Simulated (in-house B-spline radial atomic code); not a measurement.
# Pt²⁸⁺: ionisation energy by several methods

Wanted: one ionisation energy, Pt²⁸⁺ to configuration [Kr] 4d10 4f3, up the ladder of functionals.

Method: Dirac-Coulomb, several functionals; spherical all-electron atom at the radial basis limit. Code: in-house B-spline radial atomic code version 1.

## Step 1: Starting point

```
element       : platinum (Z = 78)
charge        : +28
electrons     : 50
configuration : [Kr] 4d10 4f4
nucleus       : Fermi, rms radius 5.427 fm
```

Outer shells as boxes (Hund's rule):

[Kr] 4d10 4f4
```
[Kr] core
4d [↑↓][↑↓][↑↓][↑↓][↑↓]
4f [↑ ][↑ ][↑ ][↑ ][  ][  ][  ]
```

The boxes only draw the filling; these runs are spin-restricted and spherical.

## Step 2: relativistic LDA

Input settings:

```ini
Z = 78
electrons = 50.0
configuration = [Kr] 4d10 4f4
hamiltonian = dirac
method = lda_x_rel,vwn
spin_polarised = False
nucleus = fermi
rms_radius = 5.427
mass_number = 195
atomic_mass = 194.964794325
speed_of_light = 137.035999084
```

## Step 3: LDA (VWN5)

Changes to the settings of step 2:

```diff
@@ -4,3 +4,3 @@
 hamiltonian = dirac
-method = lda_x_rel,vwn
+method = lda,vwn
 spin_polarised = False
```

The tabulated ionisation energy is 980 ± 50 eV (tabulated theoretical; NIST Atomic Spectra Database). What does each method give, and which comes nearest?

The runs gave:

| method | rung | total energy (hartree) | ΔSCF (eV) | −ε highest (eV) | ΔSCF less tabulated (eV) |
| --- | --- | --- | --- | --- | --- |
| relativistic LDA | LDA | -18023.0282 | 960.57 | 931.43 (4f7/2) | -19.43 |
| LDA (VWN5) | LDA | -18060.1155 | 960.48 | 931.33 (4f7/2) | -19.52 |

**Reading.** Against the tabulated ionisation energy, 980 ± 50 eV (tabulated theoretical; NIST Atomic Spectra Database), the best here is relativistic LDA (-19.43 eV) and the worst LDA (VWN5) (-19.52 eV, or 2.0 %). The table's own uncertainty is as large as these misses, so the order means little. All methods miss on the same side by much the same amount, which points to something that they share. Open shells are averaged (over orientations, and over spins where the run is restricted), while tables refer to the lowest levels. For the semilocal functionals minus the highest level recovers only 97 % of their own ΔSCF value, a mark of self-interaction.

Members of this set that are not shown: 2 used exact exchange with fractional occupations of an open shell, which is unsound here.
